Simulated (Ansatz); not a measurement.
# Cl2FH3OW: a dynamics run in two tries

The task is a short trajectory.

All numbers below are computed with Ansatz 0.2.0 (RKS B3LYP/def2-SVP).

## Step 1: The structure to begin with

Bond lengths: W1–O2 1.827 Å, O2–H3 0.963 Å, W1–H4 1.680 Å, W1–H5 1.680 Å, W1–Cl6 2.359 Å, W1–Cl7 2.359 Å, W1–F8 1.854 Å. Angles (14 of 16 angles, heavy atoms first): O2–W1–Cl6 92.0°, O2–W1–Cl7 92.0°, O2–W1–F8 177.1°, Cl6–W1–Cl7 141.8°, Cl6–W1–F8 87.1°, Cl7–W1–F8 87.1°, W1–O2–H3 177.3°, O2–W1–H4 92.4°, O2–W1–H5 92.4°, H4–W1–Cl6 139.7°, H4–W1–Cl7 78.0°, H4–W1–F8 90.0°, H5–W1–Cl6 78.0°, H5–W1–Cl7 139.7°.

Coordinates:

```xyz
8

W    -0.2773   -0.2180   -0.0220
O    -0.4377   -0.2559    1.7981
H    -0.5549   -0.3079    2.7529
H     1.3539    0.1758    0.0584
H     0.1487    1.4072   -0.0220
Cl   -2.3734    0.8373   -0.2662
Cl    0.7419   -2.3456   -0.0584
F    -0.1807   -0.2443   -1.8737
```

## Step 2: First try

The input, input.yaml:

```yaml
crystal:
  periodic: [false, false, false]
  atoms:
    - { symbol: W, position_ang: [-0.277305, -0.217954, -0.021975] }
    - { symbol: O, position_ang: [-0.437688, -0.25592, 1.798072] }
    - { symbol: H, position_ang: [-0.554861, -0.307872, 2.752942] }
    - { symbol: H, position_ang: [1.353941, 0.175812, 0.058419] }
    - { symbol: H, position_ang: [0.148689, 1.407176, -0.022041] }
    - { symbol: Cl, position_ang: [-2.373446, 0.837307, -0.26619] }
    - { symbol: Cl, position_ang: [0.741896, -2.345612, -0.058445] }
    - { symbol: F, position_ang: [-0.180726, -0.244336, -1.873683] }
basis:
  gaussian: { orbitals: def2-SVP }
hamiltonian:
  xc: b3lyp
md:
  timestep: 1.0
  n_steps: 25
  ensemble: nvt_langevin
  temperature: 500.0
  initial_velocities: maxwell_boltzmann
  seed: 72014
  temperature_schedule: [{ n_steps: 500, end_temperature: 100.0 }]
```

Started as:

```console
ansatz run input.yaml --threads 4 --pin off --max-ram 5120MiB --backend cpu --events-out ev --progress --plain --runs-dir out
```

What does the calculation give? Wanted: first try.

**Answer**, as computed:

```
 quantity                                                        value
first try                                                      refused
    cause  the schedule's stages add up to more steps than the run has
```

In words: The fault in the first input was caught at the input check and cost nothing.
